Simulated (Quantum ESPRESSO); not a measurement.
# Zr in Quantum ESPRESSO: the effect of smearing width

The system is Zr, a slab with vacuum.

```
Zr
1.0
     3.23200    0.00000    0.00000
    -1.61600    2.79899    0.00000
     0.00000    0.00000   25.29400
Zr
5
Direct
  0.33333 0.66667 0.29651
  0.66667 0.33333 0.39826
  0.33333 0.66667 0.50000
  0.66667 0.33333 0.60174
  0.33333 0.66667 0.70349
```

Alike in all runs:

- Program: Quantum ESPRESSO 7.5
- Task: work function
- Functional: PBE
- Potentials or basis: PseudoDojo 0.4.1 SR PBE standard
- Cutoff: 898 eV
- Density cutoff: 3592 eV
- k mesh: 9 × 9 × 1
- Spin: no spin polarisation

```tsv
smearing width	occupations	largest force (eV/Å)	work function (eV)
0.01	fermi-dirac, width 0.01 eV	0.62	4.20
0.025	fermi-dirac, width 0.025 eV	0.64	4.21
0.05	fermi-dirac, width 0.05 eV	0.64	4.22
0.1	fermi-dirac, width 0.1 eV	?	?
0.2	fermi-dirac, width 0.2 eV	0.49	4.18
```

What does the run with smearing width 0.1 give?

Largest force 0.60 eV/Å; work function 4.20 eV.

Worked out: A parabola through the other rows of the largest force, of slope -0.625 eV/Å per unit of smearing width there, gives 0.63 eV/Å, against the run's 0.60. A parabola through the other rows of the work function, of slope -0.0669 eV per unit of smearing width there, gives 4.23 eV, against the run's 4.20.
